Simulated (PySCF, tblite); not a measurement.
# C5H9GeN: dynamics, then NMR shifts on frames

Aim: move C5H9GeN (`C#C[C@H]1[CH2][Ge@@H]([NH2])[CH2]1`) away from its starting geometry and see how NMR shifts follow the geometry.

The runs use tblite 0.8.0 and PySCF 2.14.0, with density-fitted response routines of our own; the level of theory stands in each step. All values are computed, except where a source is named. Atoms count from 0, in the outputs and in this text.

### 1 The molecule as given

16 atoms, charge 0, multiplicity 1; geometry from: GFN2-xTB.

Bonds of the start (Å): C0–C1 1.20, C1–C2 1.44, C2–C3 1.55, C3–Ge4 2.01, Ge4–N5 1.82, Ge4–C6 1.99, C6–C2 1.55, C0–H7 1.05, C2–H8 1.09, C3–H9 1.09, C3–H10 1.09, Ge4–H11 1.52, N5–H12 1.01, N5–H13 1.01, C6–H14 1.09, C6–H15 1.09.

### 2 Thermal motion with GFN2-xTB

What the job is given:

```
{"job": {"kind": "md", "xc": "GFN2-xTB", "basis": "xTB", "temperature": 300, "steps": 2000, "every": 50, "frames": 5}, "charge": 0, "multiplicity": 1}
C     -2.911131    -0.342722     1.490159
C     -2.102809    -0.004203     0.674125
C     -1.079439     0.367596    -0.273078
C      0.066305     1.197888     0.352476
Ge     1.379106     0.191406    -0.795837
N      2.819503    -0.690342    -0.109592
C     -0.320256    -0.847168    -0.862930
H     -3.633572    -0.630179     2.194261
H     -1.537135     0.938812    -1.086856
H     -0.076823     2.272733     0.276168
H      0.187792     0.948348     1.407617
H      1.903592     0.853562    -2.056314
H      3.685366    -0.176947    -0.034201
H      2.660607    -1.180256     0.759574
H     -0.306701    -1.674103    -0.151940
H     -0.742003    -1.215481    -1.795042
```

Method: GFN2-xTB Langevin dynamics, gas phase.

Started as:

```console
OMP_NUM_THREADS=1 python probes_run.py task.json out
```

The driver reads the jobs from task.json and runs them one after another.

Log:

```text
t/fs     T/K      E/eV
    0.0   244.0   -545.09303
   25.0   134.7   -544.71955
   50.0   164.2   -544.71499
   75.0   241.1   -544.73042
  100.0   172.9   -544.53610
  125.0   237.6   -544.68770
  150.0   219.4   -544.60342
  175.0   174.3   -544.73848
  200.0   250.8   -544.64489
  225.0   177.2   -544.55409
  250.0   263.6   -544.70005
  275.0   216.6   -544.65812
  300.0   268.4   -544.63904
  325.0   266.9   -544.69030
  350.0   235.0   -544.41742
  375.0   278.4   -544.62033
  400.0   286.3   -544.57409
  425.0   274.1   -544.61717
  450.0   300.2   -544.68310
  475.0   209.4   -544.51744
  500.0   191.3   -544.59462
  525.0   214.9   -544.57096
  550.0   244.9   -544.50236
  575.0   319.5   -544.68120
  600.0   262.2   -544.44729
  625.0   329.6   -544.46847
  650.0   284.1   -544.49298
  675.0   270.7   -544.52797
  700.0   205.9   -544.41405
  725.0   269.8   -544.53374
  750.0   302.8   -544.61410
  775.0   315.6   -544.65946
  800.0   331.1   -544.59270
  825.0   247.7   -544.61088
  850.0   226.8   -544.51810
  875.0   297.0   -544.63272
  900.0   312.2   -544.53288
  925.0   298.5   -544.49642
  950.0   259.2   -544.46190
  975.0   292.5   -544.65388
 1000.0   210.1   -544.55989
```

Wall time 9.9 s (1 thread of Arm Neoverse V2, shared host); peak memory 0.18 GiB.

Distance from the start (root mean square after alignment): 0 fs 0.00 Å, 200 fs 0.27 Å, 400 fs 0.35 Å, 600 fs 0.46 Å, 800 fs 0.84 Å, 1000 fs 1.23 Å.

Positions (Å) and forces (eV/Å) at 1000 fs:

```xyz
16

C    -1.528   -0.113    3.031   -0.763   -1.331    2.389
C    -1.602    0.319    1.929    0.430    0.723   -1.441
C    -1.535    0.906    0.607    0.473   -0.844   -0.236
C    -0.260    1.681    0.275    1.253   -0.821    1.842
Ge    0.530   -0.126   -0.231    1.207   -0.178   -0.432
N     1.238   -1.261    0.999   -0.207   -0.405    1.763
C    -1.420   -0.218   -0.486    0.634    0.913    1.270
H    -1.805   -0.612    3.956    0.624    0.639   -0.905
H    -2.383    1.534    0.545   -1.210    0.632   -0.423
H    -0.359    2.275   -0.583   -0.303    0.832   -0.943
H     0.181    2.260    1.104   -0.306   -0.126   -0.321
H     1.556   -0.524   -1.339   -0.272    0.389    0.031
H     2.237   -1.260    1.216   -0.424    0.187   -0.438
H     0.783   -1.393    1.934    0.264    0.279   -1.250
H    -1.894   -1.135   -0.279   -0.976   -0.769    0.065
H    -1.695    0.263   -1.389   -0.426   -0.120   -0.971
```

### 3 Shielding tensors: 250 fs, PBE0/pcSseg-1

What the job is given:

```
{"job": {"kind": "nmr", "xc": "PBE0", "basis": "pcSseg-1", "pop": false}, "charge": 0, "multiplicity": 1}
C     -3.489200    -0.400300     1.322900
C     -2.493600    -0.092200     0.765400
C     -1.344500     0.313200    -0.041700
C     -0.289800     1.004300     0.792700
Ge     1.131900     0.179400    -0.433300
N      2.619900    -0.879400    -0.148500
C     -0.550900    -0.805800    -0.689100
H     -4.205900    -0.774300     1.975500
H     -1.728200     0.968000    -0.881400
H     -0.355300     2.105300     0.781100
H     -0.195200     0.661500     1.794200
H      1.480800     1.038400    -1.689100
H      3.382900    -0.330700     0.182700
H      2.620500    -1.702800     0.403300
H     -0.566400    -1.759300    -0.088000
H     -1.029900    -1.209500    -1.634500
```

Method: GIAO PBE0/pcSseg-1 NMR shielding, non-relativistic, gas phase.

Log:

```text
coarse grid: 60688 points
cycle   1  E = -2326.6654788280  dE =  2.001e-01  |g| = 1.018e+00  |ddm| = 3.897e+00
cycle   2  E = -2326.6004553616  dE =  6.502e-02  |g| = 1.135e+00  |ddm| = 1.513e+00
cycle   3  E = -2326.7842427150  dE = -1.838e-01  |g| = 1.272e-01  |ddm| = 9.224e-01
cycle   4  E = -2326.7869438777  dE = -2.701e-03  |g| = 5.622e-02  |ddm| = 1.501e-01
cycle   5  E = -2326.7875745492  dE = -6.307e-04  |g| = 1.863e-02  |ddm| = 5.320e-02
cycle   6  E = -2326.7876537512  dE = -7.920e-05  |g| = 5.559e-03  |ddm| = 1.638e-02
cycle   7  E = -2326.7876604409  dE = -6.690e-06  |g| = 1.801e-03  |ddm| = 6.323e-03
final grid: 128424 points
cycle   8  E = -2326.7876386190  dE =  1.687e-06  |g| = 3.200e-03  |ddm| = 5.308e-03
cycle   9  E = -2326.7876312240  dE =  7.395e-06  |g| = 6.310e-03  |ddm| = 8.268e-03
cycle  10  E = -2326.7876410519  dE = -9.828e-06  |g| = 6.231e-04  |ddm| = 5.395e-03
cycle  11  E = -2326.7876411426  dE = -9.069e-08  |g| = 6.858e-05  |ddm| = 4.893e-04
cycle  12  E = -2326.7876411437  dE = -1.178e-09  |g| = 1.354e-05  |ddm| = 8.210e-05
cycle  13  E = -2326.7876411438  dE = -2.046e-11  |g| = 1.785e-06  |ddm| = 8.844e-06
converged SCF energy = -2326.7876411438

GIAO shielding tensors (ppm)
atom      isotropic    diamagn.    paramagn.     s11        s22        s33       span
  0 C      114.080     264.579    -150.499     47.899     49.075    245.266    197.367
  1 C       91.715     256.846    -165.132    -12.766    -11.279    299.189    311.955
  2 C      161.551     246.277     -84.726    148.129    164.761    171.763     23.634
  3 C      145.107     251.726    -106.620    101.788    155.018    178.513     76.725
  4 Ge    1339.517    2755.175   -1415.658   1182.756   1336.875   1498.920    316.163
  5 N      250.859     316.357     -65.498    227.527    254.419    270.630     43.104
  6 C      149.538     251.161    -101.623    110.517    148.950    189.148     78.631
  7 H       30.468      34.556      -4.088     25.402     25.432     40.570     15.168
  8 H       27.881      28.254      -0.373     23.466     27.214     32.964      9.499
  9 H       29.010      29.879      -0.869     24.328     26.933     35.769     11.441
 10 H       29.877      31.166      -1.289     26.015     29.611     34.005      7.990
 11 H       25.787      27.857      -2.069     18.800     22.209     36.353     17.552
 12 H       32.127      29.920       2.207     23.508     27.656     45.218     21.709
 13 H       31.556      32.269      -0.713     23.879     27.455     43.335     19.456
 14 H       28.861      30.468      -1.607     25.423     28.501     32.659      7.237
 15 H       28.617      29.439      -0.822     24.160     26.135     35.556     11.396
```

It took 28 s on 1 thread of Arm Neoverse V2, shared host; peak memory 0.84 GiB.

The references, computed at this level on geometries of the same kind, shield at (ppm): 1H TMS 31.72, 13C TMS 186.9, 15N NH3 267.7, 73Ge GeMe4 1331. Their shielding less the atom's gives the shift. The references are single molecules in the gas phase, so shifts against H2O, NH3, PH3, H3PO4 or CFCl3 are not on the usual liquid scales and can be off by tens of ppm. Each atom is listed at this fixed geometry, with no averaging over motion; a spectrum would average atoms that exchange fast.

| atoms | environment | σ (ppm) | δ (ppm) |
| --- | --- | --- | --- |
| C1 | alkyne carbon | 91.7 | 95.2 |
| C0 | terminal alkyne carbon | 114.1 | 72.8 |
| C3 | sp3 CH2 bonded to Ge | 145.1 | 41.8 |
| C6 | sp3 CH2 bonded to Ge | 149.5 | 37.4 |
| C2 | propargylic sp3 CH | 161.6 | 25.4 |
| H11 | hydrogen on a germanium bonded to 2 C, N, in a 4-membered ring | 25.79 | 5.93 |
| H8 | hydrogen on a propargylic sp3 CH | 27.88 | 3.84 |
| H15 | hydrogen on an sp3 CH2 bonded to Ge | 28.62 | 3.10 |
| H14 | hydrogen on an sp3 CH2 bonded to Ge | 28.86 | 2.86 |
| H9 | hydrogen on an sp3 CH2 bonded to Ge | 29.01 | 2.71 |
| H10 | hydrogen on an sp3 CH2 bonded to Ge | 29.88 | 1.84 |
| H7 | hydrogen on a terminal alkyne carbon | 30.47 | 1.25 |
| H13 | hydrogen on a nitrogen bonded to Ge | 31.56 | 0.16 |
| H12 | hydrogen on a nitrogen bonded to Ge | 32.13 | -0.41 |
| Ge4 | germanium bonded to 2 C, N, H, in a 4-membered ring | 1340 | -9 |
| N5 | nitrogen bonded to Ge, 2 H | 250.9 | 16.9 |

Ring of atoms C2, C3, Ge4, C6: NICS(0) -2.0, NICS(1) -1.9, NICS(1)zz 3.8 ppm (means of both faces).

The fields below are evaluated on a grid from the run's orbitals.

Frontier orbitals at PBE0/pcSseg-1, with the share of their density that lies nearest to each atom:

```csv
orbital,energy (eV),lies on
HOMO,-7.01,N5 32 %; C3 21 %; C0 8 %
LUMO,0.05,"Ge4 27 %; H11, H12 about 13 % each; C3 11 %"
```

ELF in a plane through or near 6 of the atoms.

Ten even steps from '0' (0.00) to '9' (1.00):
```
0000000000000000000000000000
0000000000000000000000000000
0000000000000000000000000000
0000000000000000000000000000
0000000000000562000000000000
0000000000005998100110000000
0000013330005999002442100000
0000147874113994036766630000
0000148866334551157856760000
0000047777112124654524740000
0000057663332235672687520000
0000023112117748556776410000
0000000012368336302454200000
0000000001245898300010000000
0000000000013999600000000000
0000000000001999600000000000
0000000000000798200000000000
0000000000000000000000000000
0000000000000000000000000000
0000000000000000000000000000
```
The map spans 13.5 Å across and 9.7 Å up, centred on the molecule. Atoms in the plane (x, y in Å): C0 (3.3, 0.4), C1 (2.3, 0.1), C3 (0.2, -1.2), N5 (-3.0, 0.6), H9 (0.3, -2.3), H14 (0.1, 1.7).

On the surface of density 0.002 e/bohr³ the electrostatic potential runs, from the 1st to the 99th percentile, from -1.33 V near N5 to 1.57 V near H12.

### 4 Shielding tensors: 425 fs, PBE0/pcSseg-1

What the job is given:

```
{"job": {"kind": "nmr", "xc": "PBE0", "basis": "pcSseg-1", "pop": false}, "charge": 0, "multiplicity": 1}
C     -3.533800    -0.836200     1.675000
C     -2.742400    -0.157600     1.135200
C     -1.627200     0.477000     0.352300
C     -0.410700     1.073700     1.140300
Ge     0.817600     0.050800    -0.095800
N      1.920300    -1.279800     0.569500
C     -1.003300    -0.505600    -0.615400
H     -4.329300    -1.302000     2.127700
H     -2.079400     1.323100    -0.251100
H     -0.327600     2.157600     1.267400
H     -0.463400     0.623500     2.209800
H      1.775900     0.774700    -1.031700
H      2.559200    -1.103900     1.307500
H      1.433500    -2.148600     0.797400
H     -1.243700    -1.503700    -0.389300
H     -1.275000    -0.251700    -1.698700
```

Method: GIAO PBE0/pcSseg-1 NMR shielding, non-relativistic, gas phase.

Log:

```text
coarse grid: 60688 points
cycle   1  E = -2326.6648019079  dE =  1.129e-01  |g| = 1.017e+00  |ddm| = 3.839e+00
cycle   2  E = -2326.6035765517  dE =  6.123e-02  |g| = 1.127e+00  |ddm| = 1.526e+00
cycle   3  E = -2326.7815829638  dE = -1.780e-01  |g| = 1.287e-01  |ddm| = 9.268e-01
cycle   4  E = -2326.7844323787  dE = -2.849e-03  |g| = 5.292e-02  |ddm| = 1.554e-01
cycle   5  E = -2326.7849956085  dE = -5.632e-04  |g| = 1.256e-02  |ddm| = 5.821e-02
cycle   6  E = -2326.7850299186  dE = -3.431e-05  |g| = 4.336e-03  |ddm| = 1.528e-02
cycle   7  E = -2326.7850339102  dE = -3.992e-06  |g| = 1.895e-03  |ddm| = 4.358e-03
final grid: 128424 points
cycle   8  E = -2326.7850758854  dE =  2.677e-06  |g| = 3.834e-03  |ddm| = 5.024e-03
cycle   9  E = -2326.7850631868  dE =  1.270e-05  |g| = 8.133e-03  |ddm| = 8.391e-03
cycle  10  E = -2326.7850794709  dE = -1.628e-05  |g| = 3.740e-04  |ddm| = 5.704e-03
cycle  11  E = -2326.7850795014  dE = -3.045e-08  |g| = 4.987e-05  |ddm| = 3.773e-04
cycle  12  E = -2326.7850795020  dE = -6.135e-10  |g| = 1.073e-05  |ddm| = 6.144e-05
converged SCF energy = -2326.7850795020

GIAO shielding tensors (ppm)
atom      isotropic    diamagn.    paramagn.     s11        s22        s33       span
  0 C      113.653     255.783    -142.130     44.531     52.677    243.751    199.220
  1 C       89.740     261.190    -171.451    -19.310     -8.413    296.942    316.252
  2 C      156.420     250.828     -94.408    136.002    162.921    170.336     34.334
  3 C      140.514     252.291    -111.777    103.564    143.196    174.781     71.218
  4 Ge    1327.191    2753.924   -1426.733   1210.143   1300.925   1470.504    260.362
  5 N      250.913     318.773     -67.861    217.700    260.546    274.493     56.793
  6 C      151.034     251.365    -100.331    111.318    153.430    188.355     77.037
  7 H       30.948      33.478      -2.530     25.732     26.036     41.074     15.342
  8 H       27.511      27.757      -0.246     24.326     25.966     32.240      7.914
  9 H       28.854      30.452      -1.598     24.971     26.833     34.758      9.787
 10 H       28.006      29.376      -1.371     24.339     27.397     32.281      7.943
 11 H       25.952      28.022      -2.069     18.149     22.185     37.523     19.374
 12 H       31.981      31.545       0.436     24.407     26.907     44.630     20.223
 13 H       31.281      31.903      -0.622     23.241     28.376     42.225     18.984
 14 H       30.172      32.721      -2.549     26.098     29.896     34.521      8.422
 15 H       27.746      29.195      -1.449     23.485     26.001     33.753     10.269
```

It took 20 s on 1 thread of Arm Neoverse V2, shared host; peak memory 0.93 GiB.

In short: δ C1 97.2, C0 73.3, C3 46.4, C6 35.9, H11 5.76, H8 4.21 ppm.

[end of part 1 of 2]
